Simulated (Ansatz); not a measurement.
**B2H6OSi: up Jacob's ladder to CCSD(T)**

Aim: compute B2H6OSi with functionals from several rungs and with coupled cluster. The yardstick is the atomisation energy at the CCSD(T) limit.

Program: Ansatz 0.2.0, Gaussian basis. Level of theory: functionals in def2-TZVPP, the program's frozen cores in correlated methods. These are calculated values, not measurements.

Levels to be run: LDA (SPW92), PBE-D4, revPBE-D4, BLYP-D4, r2SCAN-D4, B97M-V, PBE0-D4, B3LYP-D4, r2SCANh-D4, r2SCAN0-D4, HSE06-D4, BHLYP-D4, CAM-B3LYP-D4, LC-ωPBE, ωB97X-V, ωB97M-V, B2PLYP, PBE-QIDH; CCSD(T)/def2-SVP; CCSD(T)/def2-TZVPP; MP2/def2-QZVPP; extrapolation to the limit; RPA on PBE.

## Step 1: The relaxed structure

The geometry comes from an earlier relaxation with PBE0-D4 in a triple-zeta def2 set; it is a stationary point, not always the lowest conformer.

SMILES `BB[SiH2]O`, 10 atoms, charge 0, spin multiplicity 1.

Atoms are counted from 1 here; the program's logs count them from 0.

Bond lengths: B1–B2 1.463 Å, B1–H5 1.177 Å, B1–H6 1.340 Å, B2–Si3 2.166 Å, B2–H7 1.178 Å, Si3–O4 1.646 Å, Si3–H8 1.487 Å, Si3–H9 1.482 Å, O4–H10 0.959 Å. Angles: B2–B1–H5 174.9°, B2–B1–H6 57.1°, H5–B1–H6 118.3°, B1–B2–Si3 73.6°, B1–B2–H7 175.0°, Si3–B2–H7 110.1°, B2–Si3–O4 103.6°, B2–Si3–H8 125.9°, B2–Si3–H9 99.8°, O4–Si3–H8 111.5°, O4–Si3–H9 107.4°, H8–Si3–H9 107.1°, Si3–O4–H10 116.4°.

## Step 2: LDA

This LDA is Slater exchange with PW92 correlation.

in.yaml

```yaml
crystal:
  periodic: [false, false, false]
  atoms:
    - {symbol: B, position_ang: [-0.982871, 0.967624, -0.211044]}
    - {symbol: B, position_ang: [0.435541, 1.140649, -0.527100]}
    - {symbol: Si, position_ang: [0.263137, -0.765657, 0.487773]}
    - {symbol: O, position_ang: [0.408637, -1.866348, -0.727983]}
    - {symbol: H, position_ang: [-2.100606, 0.857159, 0.140541]}
    - {symbol: H, position_ang: [-0.188404, 1.818424, 0.452774]}
    - {symbol: H, position_ang: [1.566900, 1.377581, -0.753593]}
    - {symbol: H, position_ang: [-0.807821, -1.150528, 1.445265]}
    - {symbol: H, position_ang: [1.540045, -0.766138, 1.240549]}
    - {symbol: H, position_ang: [-0.051358, -1.663967, -1.544181]}
basis:
  gaussian: {orbitals: def2-TZVPP}
hamiltonian: {xc: lda}
output: {orbitals: {seedname: orbitals}}
```

The run is started by

```
> ansatz run in.yaml --threads 2 --pin off --events-out ev --progress --plain --max-ram 4352MiB
```

The runs that follow: PBE-D4 (GGA); revPBE-D4 (GGA); BLYP-D4 (GGA); r2SCAN-D4 (meta-GGA); B97M-V (meta-GGA); PBE0-D4 (hybrid); B3LYP-D4 (hybrid); r2SCANh-D4 (hybrid); r2SCAN0-D4 (hybrid); HSE06-D4 (hybrid); BHLYP-D4 (hybrid); CAM-B3LYP-D4 (range-separated); LC-ωPBE (range-separated); ωB97X-V (range-separated); ωB97M-V (range-separated); B2PLYP (double hybrid); PBE-QIDH (double hybrid); CCSD(T) in def2-SVP; CCSD(T) in def2-TZVPP; MP2 in def2-QZVPP; RPA on PBE orbitals.

**Question.** What will the summary of the whole plan be? Wanted: atomisation energy, CCSD(T)/CBS; farthest beyond LDA; mean size of error, GGA; mean size of error, meta-GGA; mean size of error, hybrid; mean size of error, range-separated; mean size of error, double hybrid; gap, smallest and largest; T1 diagnostic.

As calculated:

| quantity | value |
| --- | --- |
| atomisation energy, CCSD(T)/CBS | 3353.4 kJ/mol |
| functionals within 16.8 kJ/mol (0.5 %) | BLYP-D4, PBE0-D4, B3LYP-D4, r2SCAN0-D4, HSE06-D4, LC-ωPBE, ωB97X-V, PBE-QIDH |
| farthest beyond LDA | BHLYP-D4 (-71.6 kJ/mol) |
| mean size of error, GGA | 29.7 kJ/mol |
| mean size of error, meta-GGA | 42.1 kJ/mol |
| mean size of error, hybrid | 19.7 kJ/mol |
| mean size of error, range-separated | 16.1 kJ/mol |
| mean size of error, double hybrid | 21.6 kJ/mol |
| gap, smallest and largest | 4.60 eV (LDA (SPW92)), 11.44 eV (LC-ωPBE) |
| T1 diagnostic | 0.0124 |
| triples share of the correlation energy | 3.9 % |

**Reading.** LDA overbinds by 465.6 kJ/mol (14 %). PBE-D4 misses by +49.6 kJ/mol. Double hybrids carry the basis error of their MP2 part in triple zeta, and no dispersion term here, so their miss is partly the set-up's. By mean error the best rung here is range-separated (16.1 kJ/mol) and the worst beyond LDA is meta-GGA (42.1 kJ/mol). The gap between the best rungs is small, so their order is not settled. Misses under about 16.8 kJ/mol are within the doubt on the reference itself, which lacks core-valence correlation, relativity and higher excitations. Hartree-Fock recovers 75 % of the binding; the rest is correlation. CCSD(T) in def2-SVP is off by -220.8 kJ/mol, worse than the median functional, from the basis alone. The gap grows from 4.6 to 11.4 eV across the functionals, mostly with the share of exact exchange.
